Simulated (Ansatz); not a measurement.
# TiSnTe3: one candidate of a structure search

Where does this trial cell of TiSnTe3 go when cell and atoms are let free?

Program: Ansatz 0.2.0. Level of theory: DFT PBE, scalar-relativistic, plane waves, PAW. These are calculated values, not measurements.

### Step 1. The structure to begin with

Symmetry: P4/mmm, No. 123, tetragonal system. The conventional cell has a = 4.157 Å, b = 4.157 Å, c = 8.920 Å, α = 90.00°, β = 90.00°, γ = 90.00°. Around Ti (site symmetry 4/mmm) lie 2 Te at 2.13 Å. Around Sn (site symmetry 4/mmm) lie 6 Te at 2.33 to 2.94 Å. Te (site symmetry 4mm) has 1 Ti at 2.13 Å and 1 Sn at 2.33 Å as nearest neighbours. Around Te (site symmetry 4/mmm) lie 4 Sn at 2.94 Å.

Coordinates:

```cif
data_structure
_symmetry_space_group_name_H-M 'P 1'
_symmetry_Int_Tables_number 1
_cell_length_a 4.1567
_cell_length_b 4.1567
_cell_length_c 8.9201
_cell_angle_alpha 90.000
_cell_angle_beta 90.000
_cell_angle_gamma 90.000
_cell_volume 154.12
loop_
_atom_site_label
_atom_site_type_symbol
_atom_site_fract_x
_atom_site_fract_y
_atom_site_fract_z
_atom_site_occupancy
Ti1 Ti 0.00000 0.00000 0.00000 1
Sn1 Sn 0.00000 0.00000 0.50000 1
Te1 Te 0.00000 0.00000 0.76101 1
Te2 Te 0.00000 0.00000 0.23899 1
Te3 Te 0.50000 0.50000 0.50000 1
```

A structure generator made this guess: random cell by space group and Wyckoff sites (P4/mmm, No. 123). Lengths come from tabulated atomic sizes and are only a guess.

### Step 2. A first look at the guess

The input, input.yaml:

```yaml
crystal:
  lattice:
    - [4.1566927, 0.0, 0.0]
    - [0.0, 4.1566927, 0.0]
    - [0.0, 0.0, 8.92011281]
  atoms:
    - { symbol: Ti, position: [0.0, 0.0, 0.0] }
    - { symbol: Sn, position: [0.0, 0.0, 0.5] }
    - { symbol: Te, position: [0.0, 0.0, 0.76101203] }
    - { symbol: Te, position: [0.0, 0.0, 0.23898797] }
    - { symbol: Te, position: [0.5, 0.5, 0.5] }
basis:
  ecutwfc: 420
kpoints:
  mp_grid: { grid: [4, 4, 2] }
hamiltonian:
  xc: pbe
scf:
  occupations: { method: gaussian, width: 0.1 }
  lower_state_search: "off"
output:
  forces: true
  stress: true
  eigenvalues: true
```

Command:

```bash
$ ansatz run input.yaml --threads 1 --pin off --max-ram 2560MiB --backend cpu --events-out ev --progress --plain --runs-dir out
```

Further runs follow: a loose first relaxation; spin check on a coarse mesh; full relaxation.

What does the calculation give? Wanted: conventional cell; volume; energy over the elements, grey Sn; gap on the mesh; total moment.

The runs gave:

| quantity | value |
| --- | --- |
| symmetry at the end (tolerance 0.05 Å) | space group P4/mmm (No. 123) |
| conventional cell | a = 4.211 Å, b = 4.211 Å, c = 11.455 Å, α = 90.00°, β = 90.00°, γ = 90.00° |
| volume | 40.62 Å³/atom |
| energy over the elements, grey Sn | +0.38 eV/atom |
| gap on the mesh | none (metal) |
| total moment | 0.70 μB/cell |

In words: The space group P4/mmm (No. 123) is kept, and the volume per atom grows by 31.8 % from the first guess. The formation energy is positive, so the separate elements lie lower. No finished test with a distortion of lower symmetry is shown, so the end may be a saddle point. Spin-orbit coupling is left out for Te. Other magnetic orders were not searched.
